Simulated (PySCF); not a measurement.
# C7H11ClO: the cost of one run

Computed with PySCF 2.14.0 and routines of our own; the level stands in each step. Atoms count from 0.

### Step 1. The system as given

20 atoms, charge 0, multiplicity 1; geometry from: GFN2-xTB.

### Step 2. Magnetic properties: GIAO B3LYP/pcSseg-1

What the job is given:

```
{"job": {"kind": "mag", "xc": "B3LYP", "basis": "pcSseg-1", "isotopologues": 0}, "charge": 0, "multiplicity": 1}
C      3.591896     0.445922    -1.108175
C      2.468357     0.105348    -0.263021
C      1.547072    -0.166259     0.453564
C      0.425747    -0.509821     1.308811
C     -0.804020    -0.840793     0.465188
Cl    -2.059129    -1.568127     1.528208
C     -1.389341     0.412655    -0.206959
C     -2.513043     0.053933    -1.179261
O     -1.807369     1.352368     0.747565
H      4.038304    -0.458237    -1.521239
H      4.343509     0.977092    -0.525197
H      3.262879     1.085633    -1.926581
H      0.190536     0.335632     1.961720
H      0.695257    -1.369459     1.928534
H     -0.566686    -1.596546    -0.286866
H     -0.570692     0.900388    -0.750128
H     -2.131757    -0.557793    -1.991899
H     -3.298394    -0.494231    -0.662765
H     -2.936837     0.966020    -1.591132
H     -2.491435     0.936954     1.291144
```

With the program's defaults for keys left out, this is: GIAO B3LYP/pcSseg-1 magnetisability, rotational g tensor and spin-rotation constants, non-relativistic, gas phase.

Run with:

```bash
$ OMP_NUM_THREADS=1 python excited_run.py task.json out
```

This one command runs all jobs of the session in turn.

Q: Estimate the wall time and peak memory of this first job on 1 thread of Arm Neoverse V1, shared host.

About 48 s, with a peak of 1.1 GiB.
